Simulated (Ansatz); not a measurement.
# CH₇AlSi₂: how energies converge with the basis set

The task here is to estimate one member of a computed series from the others.

Computed with Ansatz 0.2.0, Gaussian basis. Level: one geometry, several basis sets.

The runs, in order: PBE0-D4/def2-SVP; ωB97M-V/def2-SVP; PBE0-D4/def2-QZVPP; ωB97M-V/def2-QZVPP; the functionals' def2-TZVPP values are taken from earlier runs.

## Structure used throughout

An earlier PBE0-D4 in a triple-zeta def2 set relaxation fixed the geometry.

11 atoms, charge 0, spin multiplicity 1.

Atoms are counted from 1 here; the program's logs count them from 0.

Bond lengths: C1–Al2 1.947 Å, C1–H5 1.092 Å, C1–H6 1.094 Å, C1–H7 1.095 Å, Al2–Si3 2.411 Å, Al2–Si4 2.410 Å, Si3–Si4 2.335 Å, Si3–H8 1.491 Å, Si3–H9 1.500 Å, Si4–H10 1.491 Å, Si4–H11 1.500 Å. Angles: Al2–C1–H5 112.3°, Al2–C1–H6 110.5°, Al2–C1–H7 109.9°, H5–C1–H6 108.7°, H5–C1–H7 108.2°, H6–C1–H7 107.1°, C1–Al2–Si3 150.3°, C1–Al2–Si4 151.8°, Si3–Al2–Si4 57.9°, Al2–Si3–Si4 61.0°, Al2–Si3–H8 143.8°, Al2–Si3–H9 98.5°, Si4–Si3–H8 128.6°, Si4–Si3–H9 105.3°, H8–Si3–H9 109.3°, Al2–Si4–Si3 61.1°, Al2–Si4–H10 143.6°, Al2–Si4–H11 98.5° and more.

Set-up of the first run:

in.yaml reads:

```yaml
crystal:
  periodic: [false, false, false]
  atoms:
    - {symbol: C, position_ang: [-1.267267, 1.992019, -0.606082]}
    - {symbol: Al, position_ang: [-0.238840, 0.407784, -0.131965]}
    - {symbol: Si, position_ang: [0.296265, -1.353239, 1.425643]}
    - {symbol: Si, position_ang: [1.405734, -1.283150, -0.627707]}
    - {symbol: H, position_ang: [-0.785271, 2.580178, -1.389524]}
    - {symbol: H, position_ang: [-1.413574, 2.629373, 0.270972]}
    - {symbol: H, position_ang: [-2.260761, 1.698278, -0.960036]}
    - {symbol: H, position_ang: [-0.260500, -2.536741, 2.141202]}
    - {symbol: H, position_ang: [1.154959, -0.562753, 2.367860]}
    - {symbol: H, position_ang: [2.852248, -1.502022, -0.914729]}
    - {symbol: H, position_ang: [0.582406, -2.126827, -1.555235]}
basis:
  gaussian: {orbitals: def2-SVP}
hamiltonian: {xc: pbe0, dispersion: d4}
output: {orbitals: {seedname: orbitals}}
```

Launch:

```sh
> ansatz run in.yaml --threads 2 --pin off --events-out ev --progress --plain --max-ram 4352MiB
```

Steps of the session up to this table: PBE0-D4 in def2-SVP; ωB97M-V in def2-SVP; PBE0-D4 in def2-QZVPP; ωB97M-V in def2-QZVPP.

One of the session's tables, all rows but one given; the rest of the session is left out.

It belongs to the step «Functionals by basis». 

```
functional       basis  HOMO (eV)  LUMO (eV)
   PBE0-D4    def2-SVP      -6.12      -1.94
   PBE0-D4  def2-TZVPP      -6.10      -1.95
   PBE0-D4  def2-QZVPP      -6.10      -1.96
   ωB97M-V    def2-SVP          ?          ?
   ωB97M-V  def2-TZVPP      -7.97      -0.23
   ωB97M-V  def2-QZVPP      -7.98      -0.28
```

**Question.** Estimate the row for ωB97M-V, def2-SVP.

**Answer.** HOMO (eV): -7.95; LUMO (eV): -0.18. In the column «HOMO (eV)» it lies between ωB97M-V, def2-TZVPP (-7.97) and PBE0-D4, def2-SVP (-6.12).
